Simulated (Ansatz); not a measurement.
# C6H14AlCl: vertical ionisation energy

The task here is to estimate one member of a computed series from the others.

Program: Ansatz 0.2.0, Gaussian basis. Level of theory: unrestricted cation, the program's frozen cores in correlated methods. These are calculated values, not measurements.

The runs, in order: UKS PBE-D4/def2-TZVPP; UKS r2SCAN-D4/def2-TZVPP; UKS PBE0-D4/def2-TZVPP; UKS B3LYP-D4/def2-TZVPP; UKS wB97X-V/def2-TZVPP; UKS wB97M-V/def2-TZVPP; UKS B2PLYP/def2-TZVPP; UHF-CCSD(T)/def2-TZVPP; UHF-MP2/def2-QZVPP; extrapolation to the limit; then −ε(HOMO) from the neutral's earlier runs with LDA (SPW92), PBE-D4, revPBE-D4, BLYP-D4, r2SCAN-D4, B97M-V, PBE0-D4, B3LYP-D4, r2SCANh-D4, r2SCAN0-D4, HSE06-D4, BHLYP-D4, CAM-B3LYP-D4, LC-ωPBE, ωB97X-V, ωB97M-V.

## The relaxed structure

All runs share one geometry, relaxed beforehand with PBE0-D4 in a triple-zeta def2 set.

SMILES `C[CH](C)[Al]([Cl])[CH](C)C`, 22 atoms, charge 0, spin multiplicity 1.

Atoms are counted from 1 here; the program's logs count them from 0.

Bond lengths: C1–C2 1.526 Å, C1–H9 1.094 Å, C1–H10 1.092 Å, C1–H11 1.097 Å, C2–C3 1.532 Å, C2–Al4 1.965 Å, C2–H12 1.102 Å, C3–H13 1.096 Å, C3–H14 1.095 Å, C3–H15 1.094 Å, Al4–Cl5 2.117 Å, Al4–C6 1.965 Å, C6–C7 1.526 Å, C6–C8 1.532 Å, C6–H16 1.102 Å, C7–H17 1.094 Å, C7–H18 1.092 Å, C7–H19 1.097 Å and more. Angles: C2–C1–H9 111.4°, C2–C1–H10 112.3°, C2–C1–H11 111.2°, H9–C1–H10 106.9°, H9–C1–H11 107.1°, H10–C1–H11 107.7°, C1–C2–C3 111.4°, C1–C2–Al4 114.6°, C1–C2–H12 108.0°, C3–C2–Al4 110.6°, C3–C2–H12 107.2°, Al4–C2–H12 104.6°, C2–C3–H13 111.1°, C2–C3–H14 111.5°, C2–C3–H15 112.7°, H13–C3–H14 106.7°, H13–C3–H15 107.2°, H14–C3–H15 107.3° and more.

Coordinates:

```xyz
22
charge 0, multiplicity 1
C    -1.19952   -2.59453    1.13474
C    -1.00191   -1.40088    0.20538
C    -2.27372   -0.55290    0.10753
Al    0.54916   -0.27506    0.63846
Cl    1.87059   -0.92706    2.15787
C     0.93614    1.42535   -0.26696
C     2.27133    2.05780    0.11373
C     0.80423    1.27080   -1.78512
H    -1.40824   -2.27303    2.15962
H    -0.31648   -3.23626    1.17759
H    -2.04612   -3.21205    0.81126
H    -0.79039   -1.78775   -0.80403
H    -3.12290   -1.15249   -0.24102
H    -2.55807   -0.14148    1.08181
H    -2.16679    0.28942   -0.58253
H     0.13301    2.10365    0.06200
H     3.11277    1.42487   -0.18407
H     2.36119    2.21836    1.19054
H     2.40544    3.02723   -0.38114
H     0.91046    2.23737   -2.29165
H     1.58221    0.61574   -2.19129
H    -0.16168    0.85271   -2.08402
```

Set-up of the first run:

in.yaml reads:

```yaml
crystal:
  periodic: [false, false, false]
  atoms:
    - {symbol: C, position_ang: [-1.199519, -2.594534, 1.134739]}
    - {symbol: C, position_ang: [-1.001911, -1.400877, 0.205379]}
    - {symbol: C, position_ang: [-2.273716, -0.552900, 0.107528]}
    - {symbol: Al, position_ang: [0.549163, -0.275059, 0.638462]}
    - {symbol: Cl, position_ang: [1.870589, -0.927060, 2.157867]}
    - {symbol: C, position_ang: [0.936137, 1.425348, -0.266964]}
    - {symbol: C, position_ang: [2.271328, 2.057797, 0.113726]}
    - {symbol: C, position_ang: [0.804226, 1.270804, -1.785117]}
    - {symbol: H, position_ang: [-1.408236, -2.273033, 2.159621]}
    - {symbol: H, position_ang: [-0.316484, -3.236263, 1.177595]}
    - {symbol: H, position_ang: [-2.046121, -3.212053, 0.811259]}
    - {symbol: H, position_ang: [-0.790388, -1.787754, -0.804028]}
    - {symbol: H, position_ang: [-3.122901, -1.152489, -0.241018]}
    - {symbol: H, position_ang: [-2.558071, -0.141479, 1.081808]}
    - {symbol: H, position_ang: [-2.166793, 0.289420, -0.582530]}
    - {symbol: H, position_ang: [0.133010, 2.103646, 0.061995]}
    - {symbol: H, position_ang: [3.112766, 1.424869, -0.184065]}
    - {symbol: H, position_ang: [2.361194, 2.218363, 1.190544]}
    - {symbol: H, position_ang: [2.405437, 3.027231, -0.381143]}
    - {symbol: H, position_ang: [0.910456, 2.237368, -2.291655]}
    - {symbol: H, position_ang: [1.582213, 0.615745, -2.191293]}
    - {symbol: H, position_ang: [-0.161676, 0.852708, -2.084016]}
basis:
  gaussian: {orbitals: def2-TZVPP}
total_charge: 1
magnetization: {spin_polarized: true, initial_magnetization: 1}
hamiltonian: {xc: pbe, dispersion: d4}
```

Launch:

```
$ ansatz run in.yaml --threads 4 --pin off --events-out ev --progress --plain --max-ram 66560MiB --backend cuda --devices 0, --max-vram 37GiB
```

Steps of the session up to this table: Cation, UKS PBE-D4/def2-TZVPP; Cation, UKS r2SCAN-D4/def2-TZVPP; Cation, UKS PBE0-D4/def2-TZVPP; Cation, UKS B3LYP-D4/def2-TZVPP; Cation, UKS wB97X-V/def2-TZVPP; Cation, UKS wB97M-V/def2-TZVPP; Cation, UKS B2PLYP (frozen core)/def2-TZVPP; Cation, UHF-CCSD(T)/def2-TZVPP; Cation, UHF-MP2/def2-QZVPP.

One of the session's tables, all rows but one given; the rest of the session is left out.

For comparison, −ε(HOMO) of the neutral from earlier runs:

```
  functional  −ε(HOMO) (eV)
 LDA (SPW92)           5.82
      PBE-D4           5.72
   revPBE-D4           5.67
     BLYP-D4           5.62
   r2SCAN-D4           5.94
      B97M-V           6.04
     PBE0-D4           6.92
    B3LYP-D4              ?
  r2SCANh-D4           6.39
  r2SCAN0-D4           7.07
    HSE06-D4           6.52
    BHLYP-D4           8.06
CAM-B3LYP-D4           8.26
     LC-ωPBE           9.56
     ωB97X-V           9.23
     ωB97M-V           9.08
```

Q: Estimate the row for B3LYP-D4 from the others.

Worked estimate for «−ε(HOMO) (eV)». Against the share of exact exchange, BLYP-D4 (0, 5.62), BHLYP-D4 (0.5, 8.06) give a slope of 4.88 per unit share; at 0.2 the line stands at 6.60.

As computed: −ε(HOMO) (eV): 6.74. In «−ε(HOMO) (eV)» the line misses by -0.14.
